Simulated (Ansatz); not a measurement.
# InH2O− (SMILES [O-][InH2]): functionals against CCSD(T) at one geometry

An exercise on one series of results from a longer session: the logs are not shown, and one member is left open.

Program: Ansatz 0.2.0, Gaussian basis. Level of theory: single points in def2-TZVPPD. These are calculated values, not measurements.

Cores are frozen in the correlated methods. Filled d shells of the heavier atoms are correlated. Core potentials replace the inner electrons past krypton, and spin-orbit coupling is left out.

### The system as given

SMILES `[O-][InH2]`, 4 atoms, charge -1, spin multiplicity 1.

Atoms are counted from 1 here; the program's logs count them from 0.

Bond lengths: O1–In2 2.199 Å, In2–H3 1.667 Å, In2–H4 1.654 Å. Angles: O1–In2–H3 125.0°, O1–In2–H4 131.4°, H3–In2–H4 103.0°.

Geometry (Å):

```xyz
4

O    -2.12390   -0.42080   -0.24840
In    0.00780    0.02980    0.05040
H     1.10690   -0.98900    0.77990
H     0.96080    1.24600   -0.53910
```

The first run:

Contents of run/in.yaml:

```yaml
crystal:
  periodic: [false, false, false]
  atoms:
    - {symbol: O, position_ang: [-2.123900, -0.420800, -0.248400]}
    - {symbol: In, position_ang: [0.007800, 0.029800, 0.050400]}
    - {symbol: H, position_ang: [1.106900, -0.989000, 0.779900]}
    - {symbol: H, position_ang: [0.960800, 1.246000, -0.539100]}
basis:
  gaussian: {orbitals: "def2-TZVPPD.json"}
total_charge: -1
correlation: {method: ccsd_t}
output: {forces: true}
```

The basis file named in the input lies beside it (Basis Set Exchange, JSON).

No record of the launch command was kept for these runs.

Steps of the session up to this table: CCSD(T)/def2-TZVPPD; PBE0-D4/def2-TZVPPD; wB97M-V/def2-TZVPPD; r2SCAN-D4/def2-TZVPPD; PBE-D4/def2-TZVPPD; revPBE-D4/def2-TZVPPD; r2SCAN0-D4/def2-TZVPPD.

One of the session's tables, all rows but one given; the rest of the session is left out.

```
    method  RMS force component (eV/Å)  angle to CCSD(T) forces (°)
   CCSD(T)                       1.785                    reference
   PBE0-D4                       1.957                          1.0
   wB97M-V                       1.979                          2.1
 r2SCAN-D4                       1.879                          0.5
    PBE-D4                           ?                            ?
 revPBE-D4                       1.765                          4.5
r2SCAN0-D4                       2.007                          2.5
```

Estimate the missing values for PBE-D4.

**Answer.** RMS force component (eV/Å): 1.776; angle to CCSD(T) forces (°): 3.2. In the column «RMS force component (eV/Å)» it lies between revPBE-D4 (1.765) and CCSD(T) (1.785).
